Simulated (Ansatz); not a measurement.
**CH3AlFNS: one species, many methods**

How much do the methods differ for CH3AlFNS? The plan is to run it at one geometry with functionals of several rungs and with coupled cluster. The yardstick is the atomisation energy at the CCSD(T) limit.

The runs use Ansatz 0.2.0, Gaussian basis; functionals in def2-TZVPP, the program's frozen cores in correlated methods.

The runs, in order: LDA (SPW92), PBE-D4, revPBE-D4, BLYP-D4, r2SCAN-D4, B97M-V, PBE0-D4, B3LYP-D4, r2SCANh-D4, r2SCAN0-D4, HSE06-D4, BHLYP-D4, CAM-B3LYP-D4, LC-ωPBE, ωB97X-V, ωB97M-V, B2PLYP, PBE-QIDH; CCSD(T)/def2-SVP; CCSD(T)/def2-TZVPP; MP2/def2-QZVPP; extrapolation to the limit; RPA on PBE.

## Step 1: The relaxed structure

All runs share one geometry, relaxed beforehand with PBE0-D4 in a triple-zeta def2 set.

8 atoms, charge 0, spin multiplicity 1.

Atoms are counted from 1 here; the program's logs count them from 0.

Bond lengths: N1–C2 1.274 Å, N1–H6 1.024 Å, C2–Al3 1.967 Å, C2–H7 1.100 Å, Al3–F4 1.647 Å, Al3–S5 2.156 Å, S5–H8 1.352 Å. Angles: C2–N1–H6 112.8°, N1–C2–Al3 112.3°, N1–C2–H7 121.5°, Al3–C2–H7 126.2°, C2–Al3–F4 121.1°, C2–Al3–S5 117.8°, F4–Al3–S5 121.1°, Al3–S5–H8 87.1°.

## Step 2: LDA

This LDA is Slater exchange with PW92 correlation.

The input, in.yaml:

```yaml
crystal:
  periodic: [false, false, false]
  atoms:
    - {symbol: N, position_ang: [-0.200622, 1.259154, 0.727741]}
    - {symbol: C, position_ang: [0.692900, 0.352591, 0.665267]}
    - {symbol: Al, position_ang: [0.222593, -1.074240, -0.605168]}
    - {symbol: F, position_ang: [1.225567, -2.356526, -0.853317]}
    - {symbol: S, position_ang: [-1.650077, -0.903403, -1.660794]}
    - {symbol: H, position_ang: [0.036660, 2.005883, 1.386975]}
    - {symbol: H, position_ang: [1.608225, 0.405627, 1.273265]}
    - {symbol: H, position_ang: [-1.842947, 0.253814, -0.989672]}
basis:
  gaussian: {orbitals: def2-TZVPP}
hamiltonian: {xc: lda}
output: {orbitals: {seedname: orbitals}}
```

Command:

```sh
$ ansatz run in.yaml --threads 2 --pin off --events-out ev --progress --plain --max-ram 4352MiB
```

The runs that follow: PBE-D4 (GGA); revPBE-D4 (GGA); BLYP-D4 (GGA); r2SCAN-D4 (meta-GGA); B97M-V (meta-GGA); PBE0-D4 (hybrid); B3LYP-D4 (hybrid); r2SCANh-D4 (hybrid); r2SCAN0-D4 (hybrid); HSE06-D4 (hybrid); BHLYP-D4 (hybrid); CAM-B3LYP-D4 (range-separated); LC-ωPBE (range-separated); ωB97X-V (range-separated); ωB97M-V (range-separated); B2PLYP (double hybrid); PBE-QIDH (double hybrid); CCSD(T) in def2-SVP; CCSD(T) in def2-TZVPP; MP2 in def2-QZVPP; RPA on PBE orbitals.

Q: Predict the results of all the runs planned. Wanted: atomisation energy, CCSD(T)/CBS; farthest beyond LDA; mean size of error, GGA; mean size of error, meta-GGA; mean size of error, hybrid; mean size of error, range-separated; mean size of error, double hybrid; gap, smallest and largest; T1 diagnostic.

As calculated:

| quantity | value |
| --- | --- |
| atomisation energy, CCSD(T)/CBS | 30.775 eV |
| functionals within 0.154 eV (0.5 %) | BLYP-D4, r2SCAN-D4, B97M-V, B3LYP-D4, HSE06-D4, CAM-B3LYP-D4, ωB97X-V, ωB97M-V |
| farthest beyond LDA | BHLYP-D4 (-1.386 eV) |
| mean size of error, GGA | 0.330 eV |
| mean size of error, meta-GGA | 0.068 eV |
| mean size of error, hybrid | 0.494 eV |
| mean size of error, range-separated | 0.111 eV |
| mean size of error, double hybrid | 0.442 eV |
| gap, smallest and largest | 3.23 eV (LDA (SPW92)), 10.77 eV (LC-ωPBE) |
| T1 diagnostic | 0.0129 |
| triples share of the correlation energy | 4.0 % |

What this shows: LDA overbinds by 4.644 eV (15 %). PBE-D4 misses by +0.744 eV. Double hybrids carry the basis error of their MP2 part in triple zeta, and no dispersion term here, so their miss is partly the set-up's. The rungs meta-GGA, range-separated miss on average by less than the doubt on the reference (0.154 eV), so they tie. Misses under about 0.154 eV are within the doubt on the reference itself, which lacks core-valence correlation, relativity and higher excitations. Hartree-Fock recovers 69 % of the binding; the rest is correlation. CCSD(T) in def2-SVP is off by -2.186 eV, so the small basis spoils what the method gains. Orbital gaps span 3.2 to 10.8 eV; exact exchange widens them. The restricted reference is unstable towards a spin-broken one.
